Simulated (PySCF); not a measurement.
# GeH2: the cost of one run

Method: levels as typed in each script, gas phase, geometry from GFN2-xTB; program: PySCF 2.14.0.

## Step 1: The starting structure

3 atoms, charge 0, spin multiplicity 1.

Bond lengths: Ge1–H2 1.607 Å, Ge1–H3 1.608 Å. Angles: H2–Ge1–H3 86.4°.

Coordinates:

```mol
GeH2
  3D, bonds by distance, orders not assigned

  3  2  0  0  0  0  0  0  0  0999 V2000
   -0.0689    0.0001    0.0000 Ge  0  0
    1.1016   -1.1016    0.0000 H   0  0
    1.1037    1.0996    0.0000 H   0  0
  1  2  8  0
  1  3  8  0
M  END
```

## Step 2: Density, bond paths and surface potential (CAM-B3LYP/aug-cc-pvdz)

File input.py:

```python
import numpy as np
from pyscf import gto, scf, dft
from pyscf.scf import atom_ks, atom_hf
from scipy.linalg import block_diag

def solve(mol, dm0=None, hcore=None):
    mf = (dft.UKS if mol.spin else dft.RKS)(mol, xc='camb3lyp')
    mf.grids.level = 3
    mf = mf.density_fit(auxbasis='def2-universal-jkfit')
    mf.conv_tol, mf.max_cycle = 1e-8, 80
    if hcore is not None:
        mf.get_hcore = lambda *args: hcore
    mf.kernel(dm0)
    if not mf.converged:
        mf = mf.newton().run(mf.mo_coeff, mf.mo_occ, max_cycle=30)
    assert mf.converged, 'SCF not converged'
    return mf

mol = gto.M(atom='''
Ge    -0.06891     0.00006     0.00000
H      1.10156    -1.10164     0.00000
H      1.10369     1.09964     0.00000
''', basis='aug-cc-pvdz', charge=0, spin=0, verbose=4)
mf = solve(mol)
mf.analyze()
# spherically averaged free atoms, for the promolecule
atm = atom_ks.get_atm_nrks(mol, xc='camb3lyp')
pro = block_diag(*[(atm[a[0]][2] * atm[a[0]][3]) @ atm[a[0]][2].T for a in mol._atom])
np.savez('result.npz', e=mf.e_tot, c=mf.mo_coeff, occ=mf.mo_occ, eps=mf.mo_energy, pro=pro, dip=mf.dip_moment(verbose=0), s2=mf.spin_square()[0])
```

Command:

```
> OMP_NUM_THREADS=1 python input.py
```

Q: Estimate wall time and peak memory on 1 thread of AMD EPYC 7R43 (Zen 3), shared host.

About 4.3 s, with a peak of 0.2 GiB.
